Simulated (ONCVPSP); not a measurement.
# Pseudopotential generation for iridium: ONCV, LDA (Perdew-Wang 92)

Task: generate the file, and judge it by its errors in other configurations, its logarithmic derivatives, its ghosts and its cutoff.

The numbers are computed with ONCVPSP 4.0.1.1 (patched build) (LDA (Perdew-Wang 92), scalar-relativistic, spin-unpolarised reference atom).

## 1. The design

Typed settings, in words:

```json
{
 "element": "iridium (Ir, Z = 77)",
 "type": "optimised norm-conserving Vanderbilt (ONCV)",
 "frozen core": "[Kr] 4d10 4f14",
 "valence charge": "17",
 "reference configuration": "5s2 5p6 5d7 6s2",
 "partial waves": "5s+6s: rc 1.55 bohr, ncon 4, nbas 8, qcut 6.8 1/bohr, 2 projectors; 5p: rc 1.15 bohr, ncon 4, nbas 8, qcut 8.1 1/bohr, 2 projectors, debl 2.9 Ha; 5d: rc 2.30 bohr, ncon 5, nbas 9, qcut 8 1/bohr, 3 projectors, debl 3.9 Ha",
 "local potential": "polynomial inside 0.90 bohr (lpopt 5, dvloc0 0 Ha)",
 "core correction": "Teter function, fcfact 4.25, rcfact 1.55"
}
```

## 2. Generation

Contents of Ir.dat:

```
# ATOM AND REFERENCE CONFIGURATION
# atsym  z   nc   nv     iexc    psfile
  Ir 77.00   10    4  -001012      upf
#
#   n    l    f
    1    0    2.00
    2    0    2.00
    2    1    6.00
    3    0    2.00
    3    1    6.00
    3    2   10.00
    4    0    2.00
    4    1    6.00
    4    2   10.00
    4    3   14.00
    5    0    2.00
    5    1    6.00
    5    2    7.00
    6    0    2.00
#
# PSEUDOPOTENTIAL AND OPTIMIZATION
# lmax
    2
#
#   l,   rc,      ep,       ncon, nbas, qcut
    0    1.55    0.00    4    8    6.80
    1    1.15    0.00    4    8    8.10
    2    2.30    0.00    5    9    8.00
#
# LOCAL POTENTIAL
# lloc, lpopt,  rc(5),   dvloc0
    4    5    0.90    0.00
#
# VANDERBILT-KLEINMAN-BYLANDER PROJECTORs
# l, nproj, debl
    0    2    2.60
    1    2    2.90
    2    3    3.90
#
# MODEL CORE CHARGE
# icmod, fcfact, rcfact
    3    4.25    1.55
#
# LOG DERIVATIVE ANALYSIS
# epsh1, epsh2, depsh
   -5.00    5.00    0.04
#
# OUTPUT GRID
# rlmax, drl
    6.00    0.01
#
# TEST CONFIGURATIONS
# ncnf
    4
# nvcnf
#   n    l    f
    4
    5    0    2.00
    5    1    6.00
    5    2    7.00
    6    0    1.00
#
    4
    5    0    2.00
    5    1    6.00
    5    2    7.00
    6    0    0.00
#
    4
    5    0    2.00
    5    1    6.00
    5    2    6.00
    6    0    0.00
#
    4
    5    0    2.00
    5    1    6.00
    5    2    7.00
    6    0    1.50
#
```

The run is started by

```
oncvpsp.x < Ir.dat > Ir.out
```

Q: Predict the outcome of this session. Wanted: cutoffs for 1 and 0.1 mHa per electron, occupied waves; bound ghosts; GHOST(+) flags; largest test error; largest phase difference near zero energy, channels read; rms error of d²Exc/dn², without and with the model core.

**Answer**, as computed:

| quantity | value |
| --- | --- |
| cutoffs for 1 and 0.1 mHa per electron, occupied waves | 47 Ha and 140 Ha |
| bound ghosts | s at -59.41 eV |
| GHOST(+) flags | p at 266 eV |
| largest test error (AE − PS) | -24 meV, for 5s2 5p6 5d6 6s0 |
| largest phase difference near zero energy, channels read | 0.000 rad |
| rms error of d²Exc/dn², without and with the model core | 7.55 and 0.95 mHa |

In words: It has a bound ghost (s), a state that the atom doesn't have, and that rules the file out. By total energies transferability is good: the largest error is 24 meV on 58.9 eV, for 5s2 5p6 5d6 6s0. Atomic tests can pass in spite of a ghost, since they solve only for the levels asked. It counts as hard, with 47 Ha needed at the looser tolerance. The tighter tolerance needs 140 Ha, and converged work needs a cutoff nearer that. At the looser tolerance the 5p wave is the slowest; 5s needs 19 Ha. Near zero energy the phases of the channels with partial waves agree within 0.001 rad. The pseudo curves have a pole with no partner nearby in the atom's: s at -2.16 Ha. The program also flags highly localised states, GHOST(+) (p). Note that the frozen 4f shell (-63 eV) lies higher than the valence 5s shell (-98 eV). These are tests on the free atom; a crystal test is still owed.
